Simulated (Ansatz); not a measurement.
**PBE/def2-TZVP run of CH4O (methanol)**

Aim: the electronic atomisation energy of CH4O (methanol) at PBE/def2-TZVP, from 4 runs. 

The results are computed with Ansatz 0.2.0.

55 further runs of the same task are left out: 55 set aside as unsound or not needed.

## 1. The structure to begin with

CH4O has 6 atoms, charge 0, and is taken as a singlet. SMILES: `CO`. The coordinates come from a PBE0-D4/def2-TZVP relaxation.

Bond lengths: C1–O2 1.409 Å, C1–H3 1.090 Å, C1–H4 1.097 Å, C1–H5 1.097 Å, O2–H6 0.959 Å. Angles: C1–O2–H6 108.5°, O2–C1–H3 107.0°, O2–C1–H4 112.4°, O2–C1–H5 112.4°, H3–C1–H4 108.1°, H3–C1–H5 108.1°, H4–C1–H5 108.6°.

## 2. The energy at PBE/def2-TZVP

The input, input.yaml:

```yaml
crystal:
  periodic: [false, false, false]
  atoms:
    - {symbol: C, position_ang: [-0.088400, -0.207400, -0.275700]}
    - {symbol: O, position_ang: [-0.165000, 0.316500, 1.030100]}
    - {symbol: H, position_ang: [-0.864700, -0.968400, -0.360900]}
    - {symbol: H, position_ang: [0.878800, -0.683600, -0.479200]}
    - {symbol: H, position_ang: [-0.272700, 0.554400, -1.043400]}
    - {symbol: H, position_ang: [0.512100, 0.988500, 1.129100]}
basis:
  gaussian:
    orbitals: def2-TZVP
hamiltonian:
  xc: pbe
accuracy: high
output:
  orbitals: {seedname: orbitals}
```

Run with:

```bash
$ ansatz run input.yaml --threads 1 --pin off --max-ram 3480MiB --events-out events.jsonl --progress --plain --runs-dir runs
```

Output:

```text
Warning: RAYON_NUM_THREADS=1 ignored (pool sized by the plan → 1); use --threads N
Functional definition: PBE
  name "PBE"
  parameter kappa = 0.804
  parameter beta = 0.06672455060314922
  exchange = pbe_x(kappa = kappa, mu = beta*pi^2/3)
  correlation = pbe_c(beta = beta)
1577 factors; integrals over basis functions are off by at most 3.8e-9 eV
mean field evaluation 1: about -3139.4373 eV, gradient 5.9e1 eV
mean field evaluation 2: about -3124.9322 eV, gradient 1.0e2 eV
mean field evaluation 4: about -3146.3479 eV, gradient 6.7e0 eV
mean field evaluation 8: about -3146.4308 eV, gradient 1.6e-2 eV
mean field evaluation 16: about -3146.4308 eV, gradient 3.7e-7 eV
mean field -3146.43077266 eV, -115.6291981679 hartree, gradient 6.0e-8 eV, S^2 0.000000; 0 other end points of the search recorded, 0 dependent functions left out
reference -3146.43077560 eV, -115.6291982758 hartree; 9, 9 occupied and 77, 77 virtual orbitals, 1577 factors
Total energy: -3146.43077560 eV, -115.6291982758 hartree
```

Run time: 2.4 s. Hardware: 1 thread of Arm Neoverse V2, shared host; peak memory 0.17 GiB.

## 3. The C atom

The input, run.yaml:

```yaml
crystal:
  periodic: [false, false, false]
  atoms:
    - symbol: C
      position_ang: [0.000000, 0.000000, 0.000000]
basis:
  gaussian: {orbitals: def2-TZVP}
magnetization: {spin_polarized: true, initial_magnetization: 2}
hamiltonian: {xc: pbe}
accuracy: high
```

Run the same way, it converges to -37.79597 Eh (log not shown).

## 4. The H atom at the same level

The input, input.yaml:

```yaml
crystal:
  periodic: [false, false, false]
  atoms:
    - {symbol: H, position_ang: [0.000000, 0.000000, 0.000000]}
basis:
  gaussian:
    orbitals: def2-TZVP
magnetization:
  spin_polarized: true
  initial_magnetization: 1
hamiltonian:
  xc: pbe
accuracy: high
```

Run the same way, it converges to -0.49962 Eh (log not shown).

## 5. The O atom, same level

The input, in.yaml:

```yaml
crystal:
  periodic: [false, false, false]
  atoms:
    - {symbol: O, position_ang: [0.000000, 0.000000, 0.000000]}
basis:
  gaussian: {orbitals: def2-TZVP}
hamiltonian: {xc: pbe}
magnetization: {spin_polarized: true, initial_magnetization: 2}
accuracy: high
```

Run the same way, it converges to -75.00967 Eh (log not shown).

## 6. What came out

At PBE/def2-TZVP:

```
                     quantity          value
       molecule: total energy  -115.62920 Eh
        molecule: HOMO energy       -6.15 eV
        molecule: LUMO energy        0.23 eV
      molecule: HOMO–LUMO gap        6.38 eV
         C atom: total energy   -37.79597 Eh
                 C atom: ⟨S²⟩          2.003
         H atom: total energy    -0.49962 Eh
                 H atom: ⟨S²⟩          0.750
         O atom: total energy   -75.00967 Eh
                 O atom: ⟨S²⟩          2.003
electronic atomisation energy      22.452 eV
```

What this shows: Taking the molecule apart into free atoms costs 22.45 eV (2166 kJ/mol), before zero-point energy and without spin-orbit coupling.
